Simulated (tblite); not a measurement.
# C7H9OSSi: the cost of one run

Programs: tblite 0.8.0 and PySCF 2.14.0, with density-fitted response routines of our own. Each step states its level of theory. These are calculated values for one molecule in the gas phase, unless marked as measured. Atoms count from 0, in the outputs and in this text.

## (1) The molecule as given

19 atoms, charge -1, multiplicity 1; geometry from: force field or distance geometry start.

Bonds of the start (Å): C0–C1 1.32, C1–C2 1.48, C1–O3 1.41, O3–Si4 1.73, Si4–C5 1.86, C5–C6 1.36, C6–C7 1.35, C7–C8 1.36, C8–S9 1.84, S9–C5 1.85, C0–H10 1.08, C0–H11 1.10, C2–H12 1.13, C2–H13 1.13, C2–H14 1.10, Si4–H15 1.46, C6–H16 1.11, C7–H17 1.09, C8–H18 1.10.

## (2) Optimising the geometry with GFN2-xTB

What the job is given:

```
{"job": {"kind": "relax", "xc": "GFN2-xTB", "basis": "xTB"}, "charge": -1, "multiplicity": 1}
C     -3.027100    -1.183100    -0.447900
C     -2.434300    -0.034900    -0.165100
C     -3.147700     1.234600    -0.443600
O     -1.141600    -0.020600     0.402900
Si     0.090900    -1.102200    -0.156400
C      1.829800    -0.450600    -0.146100
C      2.371900     0.306100     0.843600
C      3.660500     0.680700     0.677900
C      4.247000     0.243700    -0.473500
S      3.068800    -0.750300    -1.480900
H     -2.596000    -2.154100    -0.275600
H     -4.035200    -1.129300    -0.881900
H     -4.100500     1.197200     0.164800
H     -3.386100     1.263000    -1.546000
H     -2.528900     2.097700    -0.144100
H     -0.150200    -2.534000    -0.314000
H      1.783300     0.592800     1.745700
H      4.204500     1.286200     1.410200
H      5.281300     0.466400    -0.762400
```

The run is started by

```sh
OMP_NUM_THREADS=1 python probes_run.py task.json out
```

The driver reads the jobs from task.json and runs them one after another.

Q: Estimate the wall time of this first job on 1 thread of AMD EPYC 7R43, shared host.

About 2 s.
